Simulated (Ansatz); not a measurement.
# C2H9NSi: molecular dynamics

Aim: follow the molecule's vibrations and see whether its bonds hold. The start is relaxed first. Runs: 300 steps of 0.5 fs under a Nosé-Hoover thermostat at 300 K. SMILES of the start: CN(C)[SiH3].

Method: RKS BLYP-D4/STO-3G, in Ansatz 0.2.0.

## Step 1: Starting point

Bond lengths: Si1–H2 1.460 Å, Si1–H3 1.460 Å, Si1–N4 1.819 Å, N4–C5 1.470 Å, C5–H6 1.110 Å, C5–H7 1.110 Å, C5–H8 1.110 Å, N4–C9 1.470 Å, C9–H10 1.110 Å, C9–H11 1.110 Å, C9–H12 1.110 Å, Si1–H13 1.459 Å. Angles (14 of 21 angles, heavy atoms first): Si1–N4–C5 120.0°, Si1–N4–C9 120.0°, C5–N4–C9 120.0°, H2–Si1–N4 109.5°, H3–Si1–N4 109.5°, N4–Si1–H13 109.5°, N4–C5–H6 109.5°, N4–C5–H7 109.5°, N4–C5–H8 109.5°, N4–C9–H10 109.5°, N4–C9–H11 109.5°, N4–C9–H12 109.5°, H2–Si1–H3 109.5°, H2–Si1–H13 109.5°.

Coordinates:

```xyz
13

Si    0.0000    0.0000    0.0000
H     0.0000    0.0000    1.4600
H     1.3768    0.0000   -0.4862
N    -0.8572    1.4851   -0.6061
C    -2.2719    1.4087   -0.9981
H    -2.8245    0.7784   -0.2704
H    -2.7088    2.4290   -1.0098
H    -2.3521    0.9607   -2.0106
C    -0.1354    2.7620   -0.7039
H    -0.2436    3.1711   -1.7300
H    -0.5567    3.4827    0.0276
H     0.9399    2.5975   -0.4831
H    -0.6877   -1.1914   -0.4862
```

## Step 2: Preparing the start

Contents of input.yaml:

```yaml
crystal:
  periodic: [false, false, false]
  atoms:
    - { symbol: Si, position_ang: [0.0, 0.0, 0.0] }
    - { symbol: H, position_ang: [0.0, 0.0, 1.46] }
    - { symbol: H, position_ang: [1.3768, 0.0, -0.4862] }
    - { symbol: "N", position_ang: [-0.8572, 1.4851, -0.6061] }
    - { symbol: C, position_ang: [-2.2719, 1.4087, -0.9981] }
    - { symbol: H, position_ang: [-2.8245, 0.7784, -0.2704] }
    - { symbol: H, position_ang: [-2.7088, 2.429, -1.0098] }
    - { symbol: H, position_ang: [-2.3521, 0.9607, -2.0106] }
    - { symbol: C, position_ang: [-0.1354, 2.762, -0.7039] }
    - { symbol: H, position_ang: [-0.2436, 3.1711, -1.73] }
    - { symbol: H, position_ang: [-0.5567, 3.4827, 0.0276] }
    - { symbol: H, position_ang: [0.9399, 2.5975, -0.4831] }
    - { symbol: H, position_ang: [-0.6877, -1.1914, -0.4862] }
basis:
  gaussian: { orbitals: STO-3G }
hamiltonian:
  xc: blyp
  dispersion: d4
relax:
  f_tol: 0.02
  max_steps: 40
```

Run with:

```sh
$ ansatz run input.yaml --threads 1 --pin off --max-ram 2048MiB --backend cpu --events-out ev --progress --plain --runs-dir out
```

After this run come: The run.

Q: Predict the outcome of this session. Wanted: relaxation of the start; temperature, first and last step; temperature, second half; potential energy, second half; largest change of the conserved energy; bonds formed or broken.

The runs gave:

```
                              quantity                         value
               relaxation of the start      14 moves, 0.370 eV lower
                                length           300 steps of 0.5 fs
      temperature, first and last step                 300 and 283 K
              temperature, second half  mean 189 K, from 88 to 308 K
         potential energy, second half   +23 meV/atom from the start
largest change of the conserved energy                 0.52 meV/atom
                bonds formed or broken                             0
```

In words: Against a set 300 K the second half averages 189 K with a spread of 54 K; 23 meV/atom has gone into potential energy, and a thermostat that acts over some 100 fs has not made it up in 150 fs. The conserved energy strays from its start by at most 0.52 meV/atom, 2.7 % of the mean kinetic energy, fair for a step of 0.5 fs. The bonds all hold. 150 fs on 13 atoms is far too short and small for converged averages. The nuclei move classically, without zero-point motion, which matters most for hydrogen. In so small a basis the energies are only a sketch.
